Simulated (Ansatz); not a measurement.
**H₆InNO₃: a ladder of functionals and wavefunction methods**

How much do the methods differ for H₆InNO₃? The plan is to run it at one geometry with functionals of several rungs and with coupled cluster, and see how far each lands from CCSD(T) at the basis-set limit for the atomisation energy.

The runs use Ansatz 0.2.0, Gaussian basis; functionals in def2-TZVPP, the program's frozen cores in correlated methods.

Plan: LDA (SPW92), PBE-D4, revPBE-D4, BLYP-D4, r2SCAN-D4, B97M-V, PBE0-D4, B3LYP-D4, r2SCANh-D4, r2SCAN0-D4, HSE06-D4, BHLYP-D4, CAM-B3LYP-D4, LC-ωPBE, ωB97X-V, ωB97M-V, B2PLYP, PBE-QIDH; CCSD(T)/def2-SVP; CCSD(T)/def2-TZVPP; MP2/def2-QZVPP; extrapolation to the limit; RPA on PBE.

### 1 The relaxed structure

The geometry comes from an earlier relaxation with PBE0-D4 in a triple-zeta def2 set; it is a stationary point, not always the lowest conformer. In takes the def2 core potential; no spin-orbit term is included.

SMILES `[NH3+][In-]([OH])([OH])[OH]`, 11 atoms, charge 0, spin multiplicity 1.

Atoms are counted from 1 here; the program's logs count them from 0.

Bond lengths: N1–In2 2.302 Å, N1–H6 1.014 Å, N1–H7 1.014 Å, N1–H8 1.014 Å, In2–O3 2.001 Å, In2–O4 2.001 Å, In2–O5 2.001 Å, O3–H9 0.959 Å, O4–H10 0.959 Å, O5–H11 0.959 Å. Angles: In2–N1–H6 109.9°, In2–N1–H7 110.0°, In2–N1–H8 110.0°, H6–N1–H7 109.0°, H6–N1–H8 109.0°, H7–N1–H8 109.0°, N1–In2–O3 96.2°, N1–In2–O4 96.1°, N1–In2–O5 96.3°, O3–In2–O4 118.8°, O3–In2–O5 118.8°, O4–In2–O5 118.9°, In2–O3–H9 112.3°, In2–O4–H10 112.3°, In2–O5–H11 112.3°.

### 2 LDA

This LDA is Slater exchange with PW92 correlation.

in.yaml

```yaml
crystal:
  periodic: [false, false, false]
  atoms:
    - {symbol: N, position_ang: [-1.411092, 0.564873, 0.533378]}
    - {symbol: In, position_ang: [0.605700, -0.247452, -0.223625]}
    - {symbol: O, position_ang: [1.189698, -1.039073, 1.519295]}
    - {symbol: O, position_ang: [1.353922, 1.524076, -0.778196]}
    - {symbol: O, position_ang: [-0.157039, -1.455490, -1.625067]}
    - {symbol: H, position_ang: [-1.435750, 1.573480, 0.433369]}
    - {symbol: H, position_ang: [-1.535209, 0.327089, 1.511083]}
    - {symbol: H, position_ang: [-2.170728, 0.161434, -0.003315]}
    - {symbol: H, position_ang: [2.003661, -0.647378, 1.842424]}
    - {symbol: H, position_ang: [1.555409, 1.557283, -1.715564]}
    - {symbol: H, position_ang: [0.066827, -2.375941, -1.473282]}
basis:
  gaussian: {orbitals: def2-TZVPP}
hamiltonian: {xc: lda}
output: {orbitals: {seedname: orbitals}}
```

Further steps of the session: PBE-D4 (GGA); revPBE-D4 (GGA); BLYP-D4 (GGA); r2SCAN-D4 (meta-GGA); B97M-V (meta-GGA); PBE0-D4 (hybrid); B3LYP-D4 (hybrid); r2SCANh-D4 (hybrid); r2SCAN0-D4 (hybrid); HSE06-D4 (hybrid); BHLYP-D4 (hybrid); CAM-B3LYP-D4 (range-separated); LC-ωPBE-D4 (range-separated); ωB97X-V (range-separated); ωB97M-V (range-separated); B2PLYP (double hybrid); PBE-QIDH (double hybrid); CCSD(T) in def2-SVP; CCSD(T) in def2-TZVPP; MP2 in def2-QZVPP; RPA on PBE orbitals.

**Question.** What will the summary of the whole plan be? Wanted: atomisation energy, CCSD(T)/CBS; farthest beyond LDA; mean size of error, GGA; mean size of error, meta-GGA; mean size of error, hybrid; mean size of error, range-separated; mean size of error, double hybrid; gap, smallest and largest; T1 diagnostic.

The runs gave:

| quantity | value |
| --- | --- |
| atomisation energy, CCSD(T)/CBS | 38.277 eV |
| functionals within 0.383 eV (1.0 %) | PBE-D4 |
| farthest beyond LDA | BHLYP-D4 (-2.635 eV) |
| mean size of error, GGA | 0.601 eV |
| mean size of error, meta-GGA | 0.761 eV |
| mean size of error, hybrid | 1.489 eV |
| mean size of error, range-separated | 0.534 eV |
| mean size of error, double hybrid | 1.235 eV |
| gap, smallest and largest | 4.27 eV (BLYP-D4), 12.03 eV (LC-ωPBE) |
| T1 diagnostic | 0.0147 |
| triples share of the correlation energy | 3.4 % |

The LDA atomisation energy is off by 5.719 eV (15 %): it overbinds. PBE-D4 is off by +0.068 eV. Double hybrids carry the basis error of their MP2 part in triple zeta, and no dispersion term here, so their miss is partly the set-up's. By mean error the best rung here is range-separated (0.534 eV) and the worst beyond LDA is hybrid (1.489 eV). The gap between the best rungs is small, so their order is not settled. The mean of the hybrids holds BHLYP, with half exact exchange. The reference freezes the cores and leaves out spin-orbit coupling and excitations past (T), and its outer-core shells are covered unevenly, so misses under about 0.383 eV can't be ranked. All levels share the lack of spin-orbit coupling, which lowers the free heavy atoms and so the true binding. Hartree-Fock recovers 63 % of the binding; the rest is correlation. CCSD(T) in def2-SVP is off by -3.648 eV, which most functionals beat. The gap grows from 4.3 to 12.0 eV across the functionals, mostly with the share of exact exchange. Correlated methods include outer-core shells of In, which these sets cover unevenly.
